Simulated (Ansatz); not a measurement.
Set up this calculation in Ansatz 0.2.0, as the native input.

| Item | Value |
| --- | --- |
| Task | relaxation of cell and atoms |
| Functional | PBE |
| Potentials or basis | Ansatz PAW |
| Cutoff | 420 eV (not typed: the program's choice for these potentials) |
| k mesh | 8 × 8 × 8 |
| Occupations | fermi-dirac, width 0.05 eV |
| Spin | no spin polarisation |
| Target pressure | 2 GPa |
| Target pressure (GPa) | 2 |

TiSn:

```
Ti Sn
1.0
     0.00000    2.80055    2.80055
     2.80055    0.00000    2.80055
     2.80055    2.80055    0.00000
Ti Sn
1 1
Direct
  0.00000 0.00000 0.00000
  0.50000 0.50000 0.50000
```

The cell was built by a generator and needn't be a form met in nature.

The input as run:

input.yaml

```yaml
crystal:
  lattice:
    - [0.0, 2.80055, 2.80055]
    - [2.80055, 0.0, 2.80055]
    - [2.80055, 2.80055, 0.0]
  atoms:
    - { symbol: Ti, position: [0.0, 0.0, 0.0] }
    - { symbol: Sn, position: [0.5, 0.5, 0.5] }
hamiltonian:
  xc: pbe
  pseudopotentials: { kind: paw }
kpoints:
  mp_grid: { grid: [8, 8, 8] }
scf:
  occupations: { method: fermi_dirac, width: 0.05 }
output:
  forces: true
  stress: true
  eigenvalues: true
relax:
  f_tol: 0.01
  max_steps: 40
  cell: { stress_tol: 0.05, p_target: 2.0 }
```

Potentials or basis: Ansatz PAW.

Launch:

```bash
$ ansatz run input.yaml --threads 2 --pin off --max-ram 5632MiB --backend cpu --events-out ev --progress --plain --runs-dir out
```

It gave:

The relaxed volume is 21.47 Å³/atom and the relaxed cell is a = 3.930 Å, b = 3.930 Å, c = 3.930 Å, α = 60.00°, β = 60.00°, γ = 60.00°. The space group after relaxing (to 0.05 Å) is Fm-3m (No. 225), the energy change on relaxing (the enthalpy is what falls) is +3.0 meV/atom and the ionic steps are 4. The pressure after relaxing is 2.0 GPa and the band gap on the k mesh is none (metal or under the smearing width).

Caveat: the plane-wave basis is chosen anew once the cell has moved, so the energies of steps on either side of that aren't comparable.

Run time: 4.5 s on 2 threads of Arm Neoverse V2 (shared host), peak memory 0.33 GiB.
